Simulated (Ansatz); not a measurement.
# CH₃In + CH₄: a complex and its separated parts

The complex below is one end of an elementary step. How strongly is it bound against its free parts?

Program: Ansatz 0.2.0, Gaussian basis. Level of theory: PBE0-D4/def2-TZVP structures, single points in def2-TZVPP, no counterpoise correction. These are calculated values, not measurements.

Levels: SPW92, PBE-D4, BLYP-D4, r2SCAN-D4, B97M-V, PBE0-D4, B3LYP-D4, r2SCAN0-D4, BHLYP-D4, CAM-B3LYP-D4, wB97X-V, wB97M-V, B2PLYP, PBE-QIDH, RPA on PBE, Hartree-Fock, MP2, CCSD, CCSD(T).

Cores are frozen in the correlated methods. Filled d shells of the heavier atoms are correlated. Core potentials replace the inner electrons past krypton, and spin-orbit coupling is left out. B3LYP uses VWN-RPA correlation. B2PLYP carries no dispersion term here.

88 further runs of the same task are left out: 88 set aside as unsound or not needed.

**1. Starting geometry**

The complex: 10 atoms, charge 0, spin multiplicity 1.

Atoms are counted from 1 here; the program's logs count them from 0.

Bond lengths: In1–C4 2.241 Å, C2–H3 1.090 Å, C2–H5 1.091 Å, C2–H6 1.091 Å, C2–H7 1.090 Å, C4–H8 1.096 Å, C4–H9 1.096 Å, C4–H10 1.096 Å. Angles: H3–C2–H5 109.8°, H3–C2–H6 110.0°, H3–C2–H7 109.3°, H5–C2–H6 109.5°, H5–C2–H7 109.2°, H6–C2–H7 109.1°, In1–C4–H8 111.4°, In1–C4–H9 111.0°, In1–C4–H10 111.3°, H8–C4–H9 107.6°, H8–C4–H10 107.7°, H9–C4–H10 107.6°.

Coordinates:

```mol
C2H7In
  3D, bonds by distance, orders not assigned

 10  8  0  0  0  0  0  0  0  0999 V2000
    0.8269   -0.1463    2.0760 In  0  0
    0.5789    1.3356   -1.2214 C   0  0
   -0.0022    0.4207   -1.1040 H   0  0
   -0.7246   -1.4606    1.1347 C   0  0
    0.2026    2.1022   -0.5431 H   0  0
    1.6297    1.1411   -1.0030 H   0  0
    0.4875    1.6902   -2.2479 H   0  0
   -0.3256   -1.9853    0.2592 H   0  0
   -1.0795   -2.2186    1.8420 H   0  0
   -1.5940   -0.8790    0.8076 H   0  0
  1  4  8  0
  2  3  8  0
  2  5  8  0
  2  6  8  0
  2  7  8  0
  4  8  8  0
  4  9  8  0
  4 10  8  0
M  END
```

Its parts: CH₃In holds atoms 1, 4, 8, 9, 10; CH₄ holds atoms 2, 3, 5, 6, 7. Each part counts its atoms afresh in its own runs.

**2. Relaxing CH₃In alone**

Input file relax-a/in.yaml:

```yaml
crystal:
  periodic: [false, false, false]
  atoms:
    - {symbol: In, position_ang: [0.826946, -0.146285, 2.075984]}
    - {symbol: C, position_ang: [-0.724602, -1.460599, 1.134704]}
    - {symbol: H, position_ang: [-0.325581, -1.985265, 0.259185]}
    - {symbol: H, position_ang: [-1.079507, -2.218599, 1.842049]}
    - {symbol: H, position_ang: [-1.593969, -0.878999, 0.807623]}
basis:
  gaussian: {orbitals: def2-TZVP}
hamiltonian: {xc: pbe0, dispersion: d4}
relax: {f_tol: 0.005, max_steps: 200}
```

On the command line:

```sh
$ ansatz run in.yaml --threads 4 --pin off --events-out ev --progress --plain --max-ram 9574MiB
```

Further steps of the session: Relaxing CH₄ alone; SPW92/def2-TZVPP; PBE-D4/def2-TZVPP; BLYP-D4/def2-TZVPP; r2SCAN-D4/def2-TZVPP; B97M-V/def2-TZVPP; PBE0-D4/def2-TZVPP; B3LYP-D4/def2-TZVPP; r2SCAN0-D4/def2-TZVPP; BHLYP-D4/def2-TZVPP; CAM-B3LYP-D4/def2-TZVPP; wB97X-V/def2-TZVPP; wB97M-V/def2-TZVPP; B2PLYP/def2-TZVPP; PBE-QIDH/def2-TZVPP; RPA on PBE/def2-TZVPP; CCSD(T)/def2-TZVPP; Vibrations of CH₃In; Vibrations of CH₄.

Q: Predict the outcome of this session. Wanted: complex less parts, CCSD(T)/def2-TZVPP; with zero-point energy; largest T1 diagnostic.

**Answer**, as computed:

| quantity | value |
| --- | --- |
| complex less parts, CCSD(T)/def2-TZVPP | -6.2 kJ/mol |
| with zero-point energy | -3.7 kJ/mol |
| largest T1 diagnostic | 0.015 |

In words: At CCSD(T) the complex lies 6.2 kJ/mol below its parts. B97M-V is the best functional here (+0.1 kJ/mol from CCSD(T)); B2PLYP is the worst (+4.6 kJ/mol). By rung, the mean size of the error is: LDA 4.5, GGA 2.2, meta-GGA 0.2, hybrid 1.3, range-separated hybrid 0.4, double hybrid 3.4 kJ/mol. PBE-D4 gives a relative energy 2.3 kJ/mol too low, an error of 37 % of the reference. No counterpoise was applied, and triple zeta lacks some correlation, so the CCSD(T) reference has a basis error of its own, and close matches with it are partly luck.
